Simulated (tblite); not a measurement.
# CH5Cl3N2Si2: the cost of one run

The runs use tblite 0.8.0 and PySCF 2.14.0, with density-fitted response routines of our own; the level of theory stands in each step. All values are computed, except where a source is named. Atoms are numbered from 0 throughout.

### 1 The molecule as given

13 atoms, charge 0, multiplicity 1; geometry from: force field or distance geometry start.

Bonds of the start (Å): Cl0–C1 1.79, C1–Cl2 1.79, C1–Cl3 1.76, C1–Si4 1.84, Si4–N5 1.77, N5–Si6 1.80, Si6–N7 1.80, N7–Si4 1.79, Si4–H8 1.46, N5–H9 1.05, Si6–H10 1.46, Si6–H11 1.47, N7–H12 1.06.

### 2 Optimising the geometry with GFN2-xTB

What the job is given:

```
{"job": {"kind": "relax", "xc": "GFN2-xTB", "basis": "xTB"}, "charge": 0, "multiplicity": 1}
Cl     2.745900    -0.155500    -1.874500
C      2.040000     0.097800    -0.251400
Cl     2.401600    -1.375100     0.696900
Cl     2.796700     1.516300     0.470700
Si     0.223400     0.257900    -0.476800
N     -0.727700     0.929500     0.857700
Si    -1.990900    -0.240200     0.345900
N     -0.590800    -1.291500    -0.092000
H     -0.160700     0.686300    -1.821200
H     -1.050800     1.924200     0.747600
H     -2.703100     0.105400    -0.878000
H     -2.791100    -0.805300     1.436500
H     -0.196800    -1.649300     0.820900
```

Launch:

```
OMP_NUM_THREADS=1 python probes_run.py task.json out
```

This one command runs all jobs of the session in turn.

Q: Estimate the wall time and peak memory of this first job on 1 thread of Arm Neoverse V1, shared host.

About 1.4 s, with a peak of 0.18 GiB.
